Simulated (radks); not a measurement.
**Excited configurations of Zr³⁺**

An exercise on one series of results from a longer session: the logs are not shown, and one member is left open.

Program: radks (a radial shooting solver on a logarithmic mesh, Libxc functionals) version 1. Level of theory: Dirac Kohn-Sham, BLYP, spin-unpolarised, spherical densities, finite nucleus; open shells fill j = l - 1/2 first. These are calculated values, not measurements, unless marked.

## What is computed

- element: zirconium (Z = 40)
- charge: +3
- electrons: 37
- configuration: [Kr] 4d1
- nuclear rms radius: 4.2694 fm

The first run:

Settings of this run:

```text
Z 40
configuration [Kr] 4d1
relativity Dirac
functional b88,lyp
spin unpolarised
j_filling energy
nucleus finite rms 4.2694 fm
c 137.035999084
```

Among the steps run: Ground configuration: [Kr] 4d1.

One table of the session follows, with a row left open; its other results are not shown here.

From the orbitals of this run (lengths in bohr):

```
level     <r>  outermost maximum (interpolated)  90 % within  nodes
3p3/2  0.4655                             0.405        0.705      1
3d3/2  0.4504                             0.346        0.725      0
3d5/2       ?                                 ?            ?      ?
4s1/2   1.201                              1.07         1.75      3
4p1/2   1.323                              1.15         1.96      2
4p3/2   1.351                              1.18         2.00      2
4d3/2   1.845                              1.50         2.85      1
4d5/2   1.857                              1.51         2.87      1
```

**Question.** Estimate the row for 3d5/2.

**Answer.** <r>: 0.4539; outermost maximum (interpolated): 0.348; 90 % within: 0.730; nodes: 0. In the column «<r>» it lies between 3d3/2 (0.4504) and 3p3/2 (0.4655).

Caveats from the session: Spin polarisation and multiplet splitting are left out, so open shells lie too high by an amount that depends on their filling.
